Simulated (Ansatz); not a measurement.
Task: a check of PAW against all-electron LAPW of Y, space group P6_3/mmc, with Ansatz 0.2.0 through its Python package. Give the script and its output. Level of theory (first run): PBEsol, PAW, the default cutoff (420 eV here), 7×7×2 k-points, Methfessel-Paxton smearing of 0.1 eV.

```xyz
4
Lattice="3.6425 0.0000 0.0000 -1.8213 3.1545 0.0000 0.0000 0.0000 11.8441" Properties=species:S:1:pos:R:3 pbc="T T T"
Y     0.0000    0.0000    0.0000
Y     0.0000    2.1030    2.9610
Y     0.0000    0.0000    5.9221
Y     1.8213    1.0515    8.8831
```

`paw_lapw_y.py`:
```python
'''PAW against all-electron LAPW for Y.'''

from dataclasses import dataclass

import ansatz as az
import numpy as np
from tabulate import tabulate


@dataclass(frozen=True)
class RunConfig:
    k_density: float = 3.4
    filling: str = 'methfessel_paxton'
    width_ev: float = 0.1
    xc: str = 'pbesol'


settings = RunConfig()


def count_gap(report):
    # lowest empty less highest filled band, counting bands; zero where they overlap
    return max(report.get('gap_by_band_count_ev') or 0.0, 0.0)

lattice = az.Lattice.of(
    (3.642544, 0.0, 0.0),
    (-1.821272, 3.154536, 0.0),
    (0.0, 0.0, 11.84413),
)
sites = [
    ('Y', (0.0, 0.0, 0.0)),
    ('Y', (1 / 3, 2 / 3, 0.25)),
    ('Y', (0.0, 0.0, 0.5)),
    ('Y', (2 / 3, 1 / 3, 0.75)),
]
cell = az.Crystal(lattice=lattice)
for symbol, position in sites:
    cell = cell.atom(symbol, position)

job = (
    cell.calculation()
    .kpoints(density=settings.k_density)
    .occupations(settings.filling, width=settings.width_ev)  # the run then minimises F = E - TS
    .functional(settings.xc)
    .stress()
    .forces()
    .band_table()  # levels at the mesh points
)
variants = {
    'PAW': job.pseudopotentials('paw'),
    'LAPW': job.pseudopotentials('all_electron', lapw=True),
}
# totals differ by the cores that each treatment holds, so compare what does not depend on them
rows = []
for label, variant in variants.items():
    summary = variant.run().report
    levels = np.array(summary['eigenvalues_ev'][0]) - summary['fermi_energy_ev']
    print(label, 'levels at the first k-point near E_F:', np.round(levels[np.abs(levels) < 5], 3))
    rows.append((label, summary['n_electrons'], np.trace(summary['stress_gpa']) / 3, float(np.abs(summary['forces_ev_ang']).max()), count_gap(summary)))
print(tabulate(rows, headers=['treatment', 'electrons in bands', 'P GPa', 'max force component eV/A', 'gap by band count eV'], floatfmt='.4f', tablefmt='github'))
```

```console
$ python paw_lapw_y.py
DeckWarning: basis.ecutwfc = 420 eV, auto-derived from the records' recommended cutoffs: set by Y (normal level)
PAW levels at the first k-point near E_F: [-4.718 -3.407 -3.392 -1.974  0.475  0.65   0.698  1.528  1.528  1.581
  1.581]
LAPW levels at the first k-point near E_F: [-4.719 -3.408 -3.392 -1.975  0.475  0.65   0.698  1.528  1.528  1.581
  1.581  1.677  1.915  1.915  2.01 ]
| treatment   |   electrons in bands |   P GPa |   max force component eV/A |   gap by band count eV |
|-------------|----------------------|---------|----------------------------|------------------------|
| PAW         |              44.0000 | -3.5427 |                     0.0000 |                 0.0000 |
| LAPW        |              84.0000 | -3.5429 |                     0.0000 |                 0.0000 |
```
(Warnings from the package without file and line.)

PAW gives -3.543 GPa and LAPW -3.543 GPa, 0.000 GPa apart. They took 2.1 and 13.7 s of processor time.

Notes:
- The computed bands are complete only to about 0.7 eV above the Fermi level.
- For a metal this k-point mesh is coarse: on a finer one energies can move by several to tens of meV an atom and pressures by half a GPa or more, differences at one mesh by less.
- A gap by band count of zero or less means overlapping bands, a metal.
- Levels are Kohn-Sham eigenvalues on this mesh, without spin-orbit coupling.
- Pressure is positive in compression; the treatments may keep other shells as core, so totals and counts of electrons can differ.
- Timing: 16 s on 1 thread of Arm Neoverse V2, on a shared host, peak memory 0.52 GiB.
